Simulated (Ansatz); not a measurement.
# SnO: the cost of one run

Computed with Ansatz 0.2.0 (DFT LDA, scalar-relativistic, unless a step's input says otherwise).

## 1. The structure to begin with

Symmetry: P4/nmm, No. 129, tetragonal system. Conventional cell: a = 3.802 Å, b = 3.802 Å, c = 4.836 Å, α = 90.00°, β = 90.00°, γ = 90.00°. Around Sn (site symmetry 4mm) lie 4 O at 2.22 Å. Around O (site symmetry -4m2) lie 4 Sn at 2.22 Å.

Structure file:

```cif
data_structure
_symmetry_space_group_name_H-M 'P4/nmm:1'
_symmetry_Int_Tables_number 129
_cell_length_a 3.8020
_cell_length_b 3.8020
_cell_length_c 4.8360
_cell_angle_alpha 90.000
_cell_angle_beta 90.000
_cell_angle_gamma 90.000
_cell_volume 69.91
loop_
_atom_site_label
_atom_site_type_symbol
_atom_site_symmetry_multiplicity
_atom_site_Wyckoff_symbol
_atom_site_fract_x
_atom_site_fract_y
_atom_site_fract_z
_atom_site_occupancy
Sn1 Sn 2 c 0.00000 0.50000 0.23850 1
O1 O 2 a 0.00000 0.00000 0.00000 1
```

The file gives the conventional cell by its symmetry; the runs use the cell typed in the input.

Atoms are numbered in the order of the input: Sn1, Sn2, O3, O4.

## 2. The deformed structure

Space group P4/nmm before, P4/nmm after.

## 3. All-electron LAPW

Input file input.yaml:

```yaml
crystal:
  lattice:
    - [3.802, 0.0, 0.0]
    - [0.0, 3.802, 0.0]
    - [0.0, 0.0, 4.78764]
  atoms:
    - { symbol: Sn, position: [0.0, 0.5, 0.2385] }
    - { symbol: Sn, position: [0.5, 0.0, 0.7615] }
    - { symbol: O, position: [0.0, 0.0, 0.0] }
    - { symbol: O, position: [0.5, 0.5, 0.0] }
kpoints:
  mp_grid: { grid: [6, 6, 5] }
  band_path:
    path:
      - [0.0, 0.0, 0.0]
      - [0.0, 0.5, 0.0]
      - [0.5, 0.5, 0.0]
      - [0.0, 0.0, 0.0]
      - [0.0, 0.0, 0.5]
      - [0.0, 0.5, 0.5]
      - [0.5, 0.5, 0.5]
      - [0.0, 0.0, 0.5]
      - [0.0, 0.5, 0.0]
    npoints: 5
scf:
  occupations: { method: fermi_dirac, width: 0.02 }
hamiltonian:
  xc: lda
  pseudopotentials: { kind: all_electron, lapw: { basis_error: 0.0005 } }
output:
  forces: true
  stress: true
  eigenvalues: true
```

Launch:

```console
$ ansatz run input.yaml --threads 1 --pin off --max-ram 4096MiB --backend cpu --events-out ev --progress --plain --runs-dir out
```

What time and memory should one allow on 1 thread of Arm Neoverse V2, shared host?

About 50 s, with a peak of 0.51 GiB.
